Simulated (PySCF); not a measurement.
OSiSH2, in a box:

```
O Si S H
1.0
    12.00000    0.00000    0.00000
     0.00000   12.00000    0.00000
     0.00000    0.00000   10.00000
O Si S H
1 1 1 2
Direct
  0.38785 0.45474 0.46909
  0.40767 0.58892 0.49373
  0.58471 0.60286 0.53770
  0.44662 0.40064 0.47496
  0.61432 0.49494 0.52875
```

Base run:

| Quantity | Value |
| --- | --- |
| Program | PySCF 2.14.0 |
| Functional | M06 |
| Dispersion | D3 |
| Potentials or basis | cc-pvdz (all-electron) |
| k mesh | 1 × 1 × 1 |
| Occupations | fixed |
| Spin | no spin polarisation |

Its results: gap between the frontier levels 5.52 eV.

Task: The run is repeated on the same cell with these changes: functional from M06 to PBE0. What comes out?

Result: Gap between the frontier levels 5.47 eV.

Caveats: this is a molecule in a periodic box at the Γ point, so its band gap is the HOMO-LUMO gap; the basis of atomic orbitals isn't converged, which shifts pressures, moduli and gaps.

A k mesh can miss the band edges.

Not every run made on this cell is shown here.
